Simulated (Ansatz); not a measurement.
**AsH2+ (singlet): wave-function methods side by side, cc-pVTZ**

The task here is to estimate one member of a computed series from the others.

The runs use Ansatz 0.2.0, Gaussian basis; cc-pVTZ, core rule «outside noble gas», up to 14 orbitals frozen.

To be run: UHF; CCSD(T) on RHF; CCSD(T) on UHF; BCCD(T) on RHF; CISD; CCSDT(Q) on RHF; CCSDT(Q) on UHF; CASSCF and MRCISD+Q, 6 electrons in 6 orbitals; CASSCF and NEVPT2, 6 electrons in 6 orbitals.

22 further runs of the same task are left out: 7 that didn't finish, 15 set aside as unsound or not needed.

### What is computed

The geometry is a PBE0/def2-TZVP stationary point (not a proven minimum) of the parent state, kept for this charge and spin. No spin-orbit coupling is included. The filled d shell of As may be among the frozen orbitals whatever the setting's name suggests; the logs give the count.

3 atoms, charge 1, spin multiplicity 1.

Atoms are counted from 1 here; the program's logs count them from 0.

Bond lengths: As1–H2 1.526 Å, As1–H3 1.526 Å. Angles: H2–As1–H3 90.7°.

Set-up of the first run:

The input, in.yaml:

```yaml
crystal:
  periodic: [false, false, false]
  atoms:
    - {symbol: As, position_ang: [0.000000, -0.028104, 0.000000]}
    - {symbol: H, position_ang: [0.000000, 1.044500, -1.085896]}
    - {symbol: H, position_ang: [0.000000, 1.044492, 1.085904]}
basis:
  gaussian: {orbitals: cc-pVTZ}
total_charge: 1
magnetization: {spin_polarized: true, initial_magnetization: 0}
hamiltonian: {xc: hf}
output: {orbitals: {seedname: orbitals}}
```

Command:

```console
> ansatz run in.yaml --threads 1 --pin off --events-out ev --progress --plain --max-ram 2393MiB
```

Among the steps run: UHF; CCSD(T) on RHF; CCSD(T) on UHF; BCCD(T) on RHF; CISD; CCSDT(Q) on RHF; CCSDT(Q) on UHF; CASSCF and MRCISD+Q, 6 electrons in 6 orbitals; CASSCF and NEVPT2, 6 electrons in 6 orbitals.

One table of the session follows, with a row left open; its other results are not shown here.

```
          method  from RCCSDT(Q) (meV)
             RHF               +3853.4
             UHF               +3810.1
            RMP2                +824.4
            CISD                +265.0
           RCCSD                +114.6
        RCCSD(T)                 +20.6
         BCCD(T)                 +20.5
          RCCSDT                     ?
       RCCSDT(Q)                     0
  CASSCF valence               +2370.3
  NEVPT2 valence                +630.0
  MRCISD valence                +103.0
MRCISD+Q valence                  +9.7
```

Q: Estimate the row for RCCSDT from the others.

The run gave: from RCCSDT(Q) (meV): +3.5. In the column «from RCCSDT(Q) (meV)» it lies between RCCSDT(Q) (0) and MRCISD+Q valence (+9.7).

Not comparable, so not listed: CCSD(T) on UHF; CCSDT(Q) on UHF (they don't share determinant, frozen orbitals or solution with the rows shown, or repeat one).

Caveats from the session: Warnings: restricted reference is unstable; spin contamination.
